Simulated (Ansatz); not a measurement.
# Mg3ZrN2: the cost of one run

Computed with Ansatz 0.2.0 (DFT PBE, scalar-relativistic, plane waves, PAW, unless a step's input says otherwise).

2 further runs of the same task are left out: 1 that didn't finish, 1 set aside as unsound or not needed.

**1. The system as given**

The structure is hexagonal, space group P6/mmm (No. 191). Conventional cell: a = 3.806 Å, b = 3.806 Å, c = 8.625 Å, α = 90.00°, β = 90.00°, γ = 120.00°. Around Mg (site symmetry -6m2) lie 3 Mg at 2.20 Å and 3 Zr at 2.20 Å. Mg (site symmetry 6/mmm) has 2 N at 1.90 Å in its first shell of neighbours. Zr (site symmetry 6/mmm) has 6 Mg at 2.20 Å and 2 N at 2.42 Å in its first shell of neighbours. N (site symmetry 6mm) has 1 Mg at 1.90 Å and 1 Zr at 2.42 Å in its first shell of neighbours.

Structure file:

```cif
data_structure
_symmetry_space_group_name_H-M 'P6/mmm'
_symmetry_Int_Tables_number 191
_cell_length_a 3.8064
_cell_length_b 3.8064
_cell_length_c 8.6251
_cell_angle_alpha 90.000
_cell_angle_beta 90.000
_cell_angle_gamma 120.000
_cell_volume 108.22
loop_
_atom_site_label
_atom_site_type_symbol
_atom_site_symmetry_multiplicity
_atom_site_Wyckoff_symbol
_atom_site_fract_x
_atom_site_fract_y
_atom_site_fract_z
_atom_site_occupancy
Mg1 Mg 2 d 0.33333 0.66667 0.50000 1
Mg2 Mg 1 a 0.00000 0.00000 0.00000 1
Zr1 Zr 1 b 0.00000 0.00000 0.50000 1
N1 N 2 e 0.00000 0.00000 0.78010 1
```

The cell is invented: random cell by space group and Wyckoff sites (P6/mmm, No. 191). The dimensions are guesses.

**2. A first look at the guess**

File input.yaml:

```yaml
crystal:
  lattice:
    - [3.80640744, 0.0, 0.0]
    - [-1.90320372, 3.29644554, 0.0]
    - [0.0, 0.0, 8.62513213]
  atoms:
    - { symbol: Mg, position: [0.33333333, 0.66666667, 0.5] }
    - { symbol: Mg, position: [0.66666667, 0.33333333, 0.5] }
    - { symbol: Mg, position: [0.0, 0.0, 0.0] }
    - { symbol: Zr, position: [0.0, 0.0, 0.5] }
    - { symbol: "N", position: [0.0, 0.0, 0.78009645] }
    - { symbol: "N", position: [0.0, 0.0, 0.21990355] }
basis:
  ecutwfc: 420
kpoints:
  mp_grid: { grid: [6, 6, 2] }
hamiltonian:
  xc: pbe
scf:
  occupations: { method: gaussian, width: 0.1 }
  lower_state_search: "off"
output:
  forces: true
  stress: true
  eigenvalues: true
```

The run is started by

```bash
$ ansatz run input.yaml --threads 1 --pin off --max-ram 2560MiB --backend cpu --events-out ev --progress --plain --runs-dir out
```

What time and memory should one allow on 1 thread of Intel Xeon at 2.50GHz (Skylake/Cascade Lake), shared host?

About 5.1 s, with a peak of 0.39 GiB.
